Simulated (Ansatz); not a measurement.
**CH₆AlISi: one species, many methods**

One table from this session's results is given with a row withheld; the runs are named, their logs left out.

The runs use Ansatz 0.2.0, Gaussian basis; functionals in def2-TZVPP, the program's frozen cores in correlated methods.

Plan: LDA (SPW92), PBE-D4, revPBE-D4, BLYP-D4, r2SCAN-D4, B97M-V, PBE0-D4, B3LYP-D4, r2SCANh-D4, r2SCAN0-D4, HSE06-D4, BHLYP-D4, CAM-B3LYP-D4, LC-ωPBE, ωB97X-V, ωB97M-V, B2PLYP, PBE-QIDH; CCSD(T)/def2-SVP; CCSD(T)/def2-TZVPP; MP2/def2-QZVPP; extrapolation to the limit; RPA on PBE.

## The geometry

An earlier PBE0-D4 in a triple-zeta def2 set relaxation fixed the geometry. I takes the def2 core potential; no spin-orbit term is included.

10 atoms, charge 0, spin multiplicity 1.

Atoms are counted from 1 here; the program's logs count them from 0.

Bond lengths: Al1–C2 1.969 Å, Al1–I4 2.816 Å, Al1–H5 1.582 Å, Al1–H6 1.582 Å, C2–Si3 1.863 Å, C2–I4 2.200 Å, C2–H7 1.090 Å, Si3–H8 1.487 Å, Si3–H9 1.490 Å, Si3–H10 1.484 Å. Angles: C2–Al1–I4 51.1°, C2–Al1–H5 117.3°, C2–Al1–H6 117.9°, I4–Al1–H5 108.3°, I4–Al1–H6 109.1°, H5–Al1–H6 124.6°, Al1–C2–Si3 122.8°, Al1–C2–I4 84.8°, Al1–C2–H7 116.0°, Si3–C2–I4 108.7°, Si3–C2–H7 113.9°, I4–C2–H7 103.8°, C2–Si3–H8 112.5°, C2–Si3–H9 107.4°, C2–Si3–H10 109.4°, H8–Si3–H9 108.9°, H8–Si3–H10 109.1°, H9–Si3–H10 109.5° and more.

Coordinates:

```mol
CH6AlISi
  3D, bonds by distance, orders not assigned

 10 10  0  0  0  0  0  0  0  0999 V2000
   -1.0340    1.3952   -0.6106 Al  0  0
   -0.5350   -0.3402    0.1745 C   0  0
    1.2079   -0.7526    0.6886 Si  0  0
   -0.8764   -1.1282   -1.8514 I   0  0
    0.1361    2.2991   -1.1728 H   0  0
   -2.5511    1.8375   -0.5270 H   0  0
   -1.3008   -0.8301    0.7769 H   0  0
    1.4632   -2.2178    0.7139 H   0  0
    1.4108   -0.2047    2.0592 H   0  0
    2.1624   -0.1095   -0.2486 H   0  0
  1  2  8  0
  1  4  8  0
  1  5  8  0
  1  6  8  0
  2  3  8  0
  2  4  8  0
  2  7  8  0
  3  8  8  0
  3  9  8  0
  3 10  8  0
M  END
```

The first run:

Contents of in.yaml:

```yaml
crystal:
  periodic: [false, false, false]
  atoms:
    - {symbol: Al, position_ang: [-1.034029, 1.395163, -0.610607]}
    - {symbol: C, position_ang: [-0.535040, -0.340223, 0.174537]}
    - {symbol: Si, position_ang: [1.207939, -0.752596, 0.688562]}
    - {symbol: I, position_ang: [-0.876441, -1.128198, -1.851437]}
    - {symbol: H, position_ang: [0.136069, 2.299088, -1.172790]}
    - {symbol: H, position_ang: [-2.551095, 1.837547, -0.526959]}
    - {symbol: H, position_ang: [-1.300750, -0.830105, 0.776939]}
    - {symbol: H, position_ang: [1.463225, -2.217756, 0.713927]}
    - {symbol: H, position_ang: [1.410839, -0.204741, 2.059202]}
    - {symbol: H, position_ang: [2.162384, -0.109480, -0.248573]}
basis:
  gaussian: {orbitals: def2-TZVPP}
hamiltonian: {xc: lda}
output: {orbitals: {seedname: orbitals}}
```

Steps of the session up to this table: LDA; PBE-D4 (GGA); revPBE-D4 (GGA); BLYP-D4 (GGA); r2SCAN-D4 (meta-GGA); B97M-V (meta-GGA); PBE0-D4 (hybrid); B3LYP-D4 (hybrid); r2SCANh-D4 (hybrid); r2SCAN0-D4 (hybrid); HSE06-D4 (hybrid); BHLYP-D4 (hybrid); CAM-B3LYP-D4 (range-separated); LC-ωPBE (range-separated); ωB97X-V (range-separated); ωB97M-V (range-separated); B2PLYP (double hybrid); PBE-QIDH (double hybrid).

One of the session's tables, all rows but one given; the rest of the session is left out.

It belongs to the step «Frontier levels by functional». 

```
  functional  HOMO (eV)  LUMO (eV)  gap (eV)
 LDA (SPW92)      -6.71      -2.85      3.85
      PBE-D4      -6.57      -2.65      3.92
   revPBE-D4      -6.52      -2.57      3.95
     BLYP-D4      -6.40      -2.50      3.90
   r2SCAN-D4          ?          ?         ?
      B97M-V      -6.93      -2.47      4.46
     PBE0-D4      -7.69      -1.75      5.94
    B3LYP-D4      -7.46      -1.95      5.51
  r2SCANh-D4      -7.24      -2.14      5.10
  r2SCAN0-D4      -7.86      -1.66      6.21
    HSE06-D4      -7.30      -2.13      5.17
    BHLYP-D4      -8.66      -0.77      7.89
CAM-B3LYP-D4      -8.93      -0.69      8.25
     LC-ωPBE     -10.25       0.43     10.68
     ωB97X-V      -9.93       0.31     10.24
     ωB97M-V      -9.80       0.13      9.94
```

**Question.** Estimate the row for r2SCAN-D4.

Worked estimate for «HOMO (eV)». Against the share of exact exchange, r2SCANh-D4 (0.1, -7.24), r2SCAN0-D4 (0.25, -7.86) give a slope of -4.13 per unit share; at 0 the line stands at -6.83.

**Answer.** HOMO (eV): -6.83; LUMO (eV): -2.47; gap (eV): 4.36. In «HOMO (eV)» the line misses by 0.00.
